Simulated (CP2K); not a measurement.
# CH3F2SSi (SMILES CS[Si](F)F), run twice

Wanted: energy and gradient of CH3F2SSi, PM3.

The results are computed with CP2K 2026.2.

3 further runs of the same task are left out: 1 that didn't finish, 2 set aside as unsound or not needed.

**1. The molecule**

CH3F2SSi has 8 atoms, charge 0, and is taken as a doublet. As SMILES, `CS[Si](F)F`. The coordinates come from a GFN2-xTB relaxation. This is one conformer, not always the lowest.

Bond lengths: C1–S2 1.822 Å, S2–Si3 2.154 Å, Si3–F4 1.612 Å, Si3–F5 1.612 Å, C1–H6 1.086 Å, C1–H7 1.085 Å, C1–H8 1.085 Å. Angles: C1–S2–Si3 98.3°, S2–Si3–F4 108.6°, S2–Si3–F5 108.4°, F4–Si3–F5 96.2°, S2–C1–H6 110.0°, S2–C1–H7 110.0°, S2–C1–H8 105.5°, H6–C1–H7 111.0°, H6–C1–H8 110.0°, H7–C1–H8 110.1°.

**2. Try one**

Input file molecule.inp:

```
&GLOBAL
 PROJECT molecule
 RUN_TYPE ENERGY_FORCE
 PRINT_LEVEL MEDIUM
&END GLOBAL
&FORCE_EVAL
 METHOD QUICKSTEP
 &DFT
  CHARGE 0
  MULTIPLICITY 1
  &QS
   METHOD PM3
   EPS_DEFAULT 1.0E-10
   &SE
    &COULOMB
     CUTOFF [angstrom] 50
     RC_RANGE [angstrom] 0
    &END COULOMB
    &EXCHANGE
     CUTOFF [angstrom] 50
     RC_RANGE [angstrom] 0
    &END EXCHANGE
   &END SE
  &END QS
  &POISSON
   PERIODIC NONE
   POISSON_SOLVER ANALYTIC
  &END POISSON
  &SCF
   SCF_GUESS ATOMIC
   EPS_SCF 1.0E-07
   MAX_SCF 80
   ADDED_MOS 8
   &DIAGONALIZATION
    ALGORITHM STANDARD
   &END DIAGONALIZATION
   &MIXING
    METHOD DIRECT_P_MIXING
    ALPHA 0.4
   &END MIXING
  &END SCF
  &PRINT
   &MOMENTS
    PERIODIC F
    REFERENCE COM
    MAX_MOMENT 1
   &END MOMENTS
   &MO ON
    ENERGIES T
    OCCUPATION_NUMBERS T
    NDIGITS 6
    &EACH
     QS_SCF 0
    &END EACH
    ADD_LAST NUMERIC
   &END MO
   &HIRSHFELD OFF
   &END HIRSHFELD
  &END PRINT
 &END DFT
 &SUBSYS
  &CELL
   ABC [angstrom] 10.9 10.5 11.8
   PERIODIC NONE
  &END CELL
  &COORD
   C      4.453125     4.553965     6.878985
   S      6.230515     4.207475     7.079735
   Si     6.917345     5.004195     5.200325
   F      6.071335     4.318345     4.012195
   F      6.303115     6.483165     5.020425
   H      4.064035     4.016835     6.019515
   H      4.292075     5.622355     6.775525
   H      3.982655     4.192585     7.787805
  &END COORD
 &END SUBSYS
 &PRINT
  &FORCES ON
  &END FORCES
 &END PRINT
&END FORCE_EVAL
```

Run with:

```sh
$ OMP_NUM_THREADS=1 cp2k.psmp -i molecule.inp -o molecule.out
```

Output:

```text
CP2K| version string:                                       CP2K version 2026.2
 CP2K| Input file name                                              molecule.inp

[... 33 lines left out ...]
 SEMIEMPIRICAL|                            Exchange Integral cutoff/taper values
 SEMIEMPIRICAL| Cutoff [a.u.]                                             94.486
 SEMIEMPIRICAL| Taper  [a.u.]                                             94.486
 SEMIEMPIRICAL| Range  [a.u.]                                              0.000

 *******************************************************************************
 *   ___                                                                       *
 *  /   \                                                                      *
 * [ABORT]                                                                     *
 *  \___/            Use the LSD option for an odd number of electrons         *
 *    |                                                                        *
 *  O/|                                                                        *
 * /| |                                                                        *
 * / \                                                   qs_environment.F:2033 *
 *******************************************************************************

 ===== Routine Calling Stack =====

            2 qs_init_subsys
            1 CP2K
```

Wall time 0.91 s (1 thread of Intel Xeon Platinum 8488C (Sapphire Rapids), shared host); peak memory 0.17 GiB.

**3. Diagnosis**

The program refused the input.

The telling line is `\___/            Use the LSD option for an odd number of electrons`. Cause: the electron count doesn't fit the spin or reference typed: an even count needs an odd multiplicity, an odd count an even one. To mend it: reference UHF in place of RHF.

**4. Second attempt**

Input file run.inp:

```
&GLOBAL
 PROJECT run
 RUN_TYPE ENERGY_FORCE
 PRINT_LEVEL MEDIUM
&END GLOBAL

&FORCE_EVAL
 METHOD QS
 &DFT
  MULTIPLICITY 2
  LSD T
  &QS
   METHOD PM3
   EPS_DEFAULT 1.0E-10
   &SE
    &COULOMB
     CUTOFF [angstrom] 50
     RC_RANGE [angstrom] 0
    &END COULOMB
    &EXCHANGE
     CUTOFF [angstrom] 50
     RC_RANGE [angstrom] 0
    &END EXCHANGE
   &END SE
  &END QS
  &POISSON
   PERIODIC NONE
   POISSON_SOLVER ANALYTIC
  &END POISSON
  &SCF
   SCF_GUESS ATOMIC
   EPS_SCF 1.0E-07
   MAX_SCF 80
   ADDED_MOS 8
   &DIAGONALIZATION
    ALGORITHM STANDARD
   &END DIAGONALIZATION
   &MIXING
    METHOD DIRECT_P_MIXING
    ALPHA 0.4
   &END MIXING
  &END SCF
  &PRINT
   &MOMENTS
    PERIODIC F
    REFERENCE COM
    MAX_MOMENT 1
   &END MOMENTS
   &MO ON
    ENERGIES T
    OCCUPATION_NUMBERS T
    NDIGITS 6
    &EACH
     QS_SCF 0
    &END EACH
    ADD_LAST NUMERIC
   &END MO
   &HIRSHFELD OFF
   &END HIRSHFELD
  &END PRINT
 &END DFT
 &SUBSYS
  &CELL
   ABC 10.9 10.5 11.8
   PERIODIC NONE
  &END CELL
  &COORD
   C      4.453125     4.553965     6.878985
   S      6.230515     4.207475     7.079735
   Si     6.917345     5.004195     5.200325
   F      6.071335     4.318345     4.012195
   F      6.303115     6.483165     5.020425
   H      4.064035     4.016835     6.019515
   H      4.292075     5.622355     6.775525
   H      3.982655     4.192585     7.787805
  &END COORD
 &END SUBSYS
 &PRINT
  &FORCES ON
  &END FORCES
 &END PRINT
&END FORCE_EVAL
```

Run with:

```sh
$ OMP_NUM_THREADS=1 cp2k.psmp -i run.inp -o run.out
```

Output:

```text
CP2K| version string:                                       CP2K version 2026.2
[...]
 GLOBAL| Method name                                                        CP2K
[...]
 GLOBAL| Run type                                                   ENERGY_FORCE
[...]
 *** WARNING in qs_environment.F:2210 :: More added MOs requested than     ***
 *** available. The full set of unoccupied MOs will be used. Use           ***
 *** 'ADDED_MOS -1' to always use all available MOs and to get rid of this ***
[...]
                             - Atoms:                                          8
[...]
                             - Spherical basis functions:                     23
[...]
 Number of electrons:                                                         16
[...]
     1 P_Mix/Diag. 0.40E+00    0.0     0.41781668       -43.4743717928 -4.35E+01
[...]
    27 DIIS/Diag.  0.20E-06    0.0     0.00000007       -48.0432216689 -1.50E-12
  *** SCF run converged in    27 steps ***
  Core-core repulsion energy [eV]:                           1930.28744827144828
  Core Hamiltonian energy [eV]:                             -2200.35595924873996
  Two-electron integral energy [eV]:                        -2074.50807112031453
  Electronic energy [eV]:                                   -3237.60999480889768
  Total energy [eV]:                                        -1307.32254653744917
  Atomic reference energy [eV]:                              1300.13263873439018
  Heat of formation [kcal/mol]:                              -165.80322593594406
[...]
 SE_DIPOLE| Moment [Debye]         -0.09071045      -0.39146348       0.73952650
 SE_DIPOLE| Derivative [a.u.]       0.00000000       0.00000000       0.00000000
 ENERGY| Total FORCE_EVAL ( QS ) energy [hartree]            -48.043221668877663
 FORCES| Atomic forces [hartree/bohr]
 FORCES|   Atom     x               y               z               |f|
 FORCES|      1  1.75863010E-02 -3.45086044E-03  1.95311412E-03   1.80277862E-02
 FORCES|      2  3.11012255E-03 -9.68208300E-03  1.98435096E-02   2.22975439E-02
 FORCES|      3 -3.52267446E-02  1.49348767E-02 -2.46641225E-02   4.55224451E-02
 FORCES|      4  1.77681260E-02  5.28723155E-03  5.63197377E-03   1.93747322E-02
 FORCES|      5  1.58261965E-02 -1.03514598E-02 -1.93078633E-03   1.90091860E-02
 FORCES|      6 -6.54475901E-03 -4.72429935E-04 -3.81759633E-03   7.59151515E-03
 FORCES|      7 -5.95953661E-03  4.84762082E-03 -1.38484037E-03   7.80597765E-03
 FORCES|      8 -6.55970595E-03 -1.11289582E-03  4.36874805E-03   7.95953759E-03
 FORCES| Sum    -2.35922393E-16  2.28983499E-16 -5.82867088E-16
 FORCES| Total atomic force                                       6.69198670E-16
[...]
```

Wall time 0.99 s (1 thread of Intel Xeon Platinum 8488C (Sapphire Rapids), shared host); peak memory 0.18 GiB.

**5. Results**

Level: PM3.

```
                                 quantity            value
                             total energy     -48.04322 Eh
                            dipole moment           0.84 D
       HOMO energy (highest over α and β)         -8.72 eV
        LUMO energy (lowest over α and β)         -2.66 eV
heat of formation at this unrelaxed shape  -165.8 kcal/mol
                 largest force on an atom       2.341 eV/Å
```

In words: The largest force is 2.34 eV/Å: the shape isn't a stationary point for this species at this level.
